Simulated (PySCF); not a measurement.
Crystal: F2SiClBr, in a box.

```xyz
5
Lattice="12.0000 0.0000 0.0000 0.0000 12.0000 0.0000 0.0000 0.0000 12.0000" Properties=species:S:1:pos:R:3 pbc="T T T"
F     7.2770    4.5488    6.1121
Si    5.9966    5.4560    6.0217
F     5.2916    5.4233    7.4261
Cl    4.7491    4.6970    4.6419
Br    6.5878    7.4932    5.5588
```

Base run:

```yaml
Program: PySCF 2.14.0
Functional: TASK
Potentials_or_basis: pob-tzvp-rev2 (all-electron)
k_mesh: 1 × 1 × 1
Occupations: fixed
Spin: no spin polarisation
```

Its results: gap between the frontier levels 8.48 eV.

The run is repeated on the same cell with these changes: functional from TASK to TM. What comes out?

Gap between the frontier levels 6.98 eV.

Caveats: this is a molecule in a periodic box at the Γ point, so its band gap is the HOMO-LUMO gap; relativity is left out, which matters for the heavier elements; the basis of atomic orbitals isn't converged, which shifts pressures, moduli and gaps; this basis is made for solids and lacks diffuse functions, so gaps of a molecule come out too wide by an eV or more.

A k mesh can miss the band edges.

Not every run made on this cell is shown here.
